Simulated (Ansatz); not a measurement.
# CH₃Ga (triplet): from Hartree-Fock to the top rungs, cc-pVDZ

Aim: climb from Hartree-Fock through coupled cluster and multireference methods for CH₃Ga (triplet) at one geometry and basis, and see what each rung misses.

Computed with Ansatz 0.2.0, Gaussian basis. Level: cc-pVDZ, core rule «outside noble gas», up to 15 orbitals frozen.

The runs, in order: UHF; CCSD(T) on ROHF; CCSD(T) on UHF; BCCD(T) on ROHF; CISD; CCSDT(Q) on ROHF; CCSDT(Q) on UHF; CASSCF and NEVPT2, 10 electrons in 11 orbitals.

27 further runs of the same task are left out: 1 for a known fault of the program, 11 that didn't finish, 15 set aside as unsound or not needed.

## 1. The geometry

The geometry is a PBE0/def2-TZVP stationary point (not a proven minimum). No spin-orbit coupling is included. The filled d shell of Ga may be among the frozen orbitals whatever the setting's name suggests; the logs give the count.

5 atoms, charge 0, spin multiplicity 3.

Atoms are counted from 1 here; the program's logs count them from 0.

Bond lengths: C1–Ga2 1.956 Å, C1–H3 1.090 Å, C1–H4 1.087 Å, Ga2–H5 1.596 Å. Angles: Ga2–C1–H3 122.8°, Ga2–C1–H4 123.5°, H3–C1–H4 113.7°, C1–Ga2–H5 119.5°.

## 2. UHF

in.yaml reads:

```yaml
crystal:
  periodic: [false, false, false]
  atoms:
    - {symbol: C, position_ang: [0.000000, 0.082980, 1.625733]}
    - {symbol: Ga, position_ang: [0.000000, -0.036718, -0.326926]}
    - {symbol: H, position_ang: [0.000000, 1.033629, 2.158538]}
    - {symbol: H, position_ang: [0.000000, -0.785147, 2.279606]}
    - {symbol: H, position_ang: [0.000000, 1.302631, -1.195794]}
basis:
  gaussian: {orbitals: cc-pVDZ}
magnetization: {spin_polarized: true, initial_magnetization: 2}
hamiltonian: {xc: hf}
output: {orbitals: {seedname: orbitals}}
```

Started as:

```console
$ ansatz run in.yaml --threads 1 --pin off --events-out ev --progress --plain --max-ram 2393MiB
```

Further steps of the session: CCSD(T) on ROHF; CCSD(T) on UHF; BCCD(T) on ROHF; CISD; CCSDT(Q) on ROHF; CCSDT(Q) on UHF; CASSCF and NEVPT2, 10 electrons in 11 orbitals.

Before running them: what should the planned runs give, taken together? Wanted: UCCSDT(Q) below the RHF energy; RMP2 from UCCSDT(Q); UMP2 from UCCSDT(Q); RCCSD from UCCSDT(Q); RCCSD(T) from UCCSDT(Q); UCCSD(T) from UCCSDT(Q); RCCSDT(Q) from UCCSDT(Q); NEVPT2 valence from UCCSDT(Q); T1 diagnostic.

The runs gave:

| quantity | value |
| --- | --- |
| UCCSDT(Q) below the RHF energy | -5.6129 eV |
| RMP2 from UCCSDT(Q) | +97.7 kJ/mol |
| UMP2 from UCCSDT(Q) | +97.8 kJ/mol |
| RCCSD from UCCSDT(Q) | +16.3 kJ/mol |
| RCCSD(T) from UCCSDT(Q) | +3.7 kJ/mol |
| UCCSD(T) from UCCSDT(Q) | +3.0 kJ/mol |
| RCCSDT(Q) from UCCSDT(Q) | +0.7 kJ/mol |
| NEVPT2 valence from UCCSDT(Q) | +83.4 kJ/mol |
| levels within 1 kcal/mol (43 meV) | RCCSD(T), UCCSD(T), BCCD(T), RCCSDT, UCCSDT, RCCSDT(Q) |
| T1 diagnostic | 0.019 |
| effectively unpaired electrons | 2.02 |

In words: RCCSD(T) misses by +3.7 kJ/mol, 0.7 % of the correlation energy. One determinant dominates. These misses are within one basis, not against nature; the frozen cores of restricted and unrestricted runs differ, which can shift their rows.
